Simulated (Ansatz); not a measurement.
# MgCdTe3: a trial structure relaxed

The task: take a trial cell of MgCdTe3 to zero force and stress.

Method: DFT PBE, scalar-relativistic, plane waves, PAW, in Ansatz 0.2.0.

## Step 1: The starting structure

The structure is cubic, space group Pm-3m (No. 221). The conventional cell has a = 5.325 Å, b = 5.325 Å, c = 5.325 Å, α = 90.00°, β = 90.00°, γ = 90.00°. Mg (site symmetry m-3m) has 6 Te at 2.66 Å as nearest neighbours. Cd (site symmetry m-3m) has 12 Te at 3.77 Å as nearest neighbours. Around Te (site symmetry 4/mmm) lie 2 Mg at 2.66 Å and 4 Cd at 3.77 Å.

Coordinates:

```cif
data_structure
_symmetry_space_group_name_H-M 'P 1'
_symmetry_Int_Tables_number 1
_cell_length_a 5.3247
_cell_length_b 5.3247
_cell_length_c 5.3247
_cell_angle_alpha 90.000
_cell_angle_beta 90.000
_cell_angle_gamma 90.000
_cell_volume 150.97
loop_
_atom_site_label
_atom_site_type_symbol
_atom_site_fract_x
_atom_site_fract_y
_atom_site_fract_z
_atom_site_occupancy
Mg1 Mg 0.50000 0.50000 0.50000 1
Cd1 Cd 0.00000 0.00000 0.00000 1
Te1 Te 0.00000 0.50000 0.50000 1
Te2 Te 0.50000 0.00000 0.50000 1
Te3 Te 0.50000 0.50000 0.00000 1
```

A structure generator made this guess: species swapped into a database cell of RbCaH3 (Pm-3m, No. 221), with Cd on the Rb sites, Mg on the Ca sites and Te on the H sites. The dimensions are guesses.

## Step 2: A first look at the guess

Contents of input.yaml:

```yaml
crystal:
  lattice:
    - [5.32467501, 0.0, 0.0]
    - [0.0, 5.32467501, 0.0]
    - [0.0, 0.0, 5.32467501]
  atoms:
    - { symbol: Mg, position: [0.5, 0.5, 0.5] }
    - { symbol: Cd, position: [0.0, 0.0, 0.0] }
    - { symbol: Te, position: [0.0, 0.5, 0.5] }
    - { symbol: Te, position: [0.5, 0.0, 0.5] }
    - { symbol: Te, position: [0.5, 0.5, 0.0] }
basis:
  ecutwfc: 420
kpoints:
  mp_grid: { grid: [4, 4, 4] }
hamiltonian:
  xc: pbe
scf:
  occupations: { method: gaussian, width: 0.1 }
  lower_state_search: "off"
output:
  forces: true
  stress: true
  eigenvalues: true
```

Command:

```bash
> ansatz run input.yaml --threads 1 --pin off --max-ram 2560MiB --backend cpu --events-out ev --progress --plain --runs-dir out
```

The session goes on with these runs: relaxation on the finer mesh; relaxation repeated from the relaxed cell.

**Question.** What will these runs give? Wanted: conventional cell; volume; energy over the elements; gap on the mesh.

As calculated:

| quantity | value |
| --- | --- |
| symmetry at the end (tolerance 0.05 Å) | space group Pm-3m (No. 221) |
| conventional cell | a = 5.502 Å, b = 5.502 Å, c = 5.502 Å, α = 90.00°, β = 90.00°, γ = 90.00° |
| volume | 33.32 Å³/atom |
| energy over the elements | +0.22 eV/atom |
| gap on the mesh | none (metal) |

The space group Pm-3m (No. 221) is kept, and the volume per atom grows by 10.3 % from the first guess. The formation energy is positive, so the separate elements lie lower. No finished test with a distortion of lower symmetry is shown, so the end may be a saddle point. Spin-orbit coupling is left out for Te.
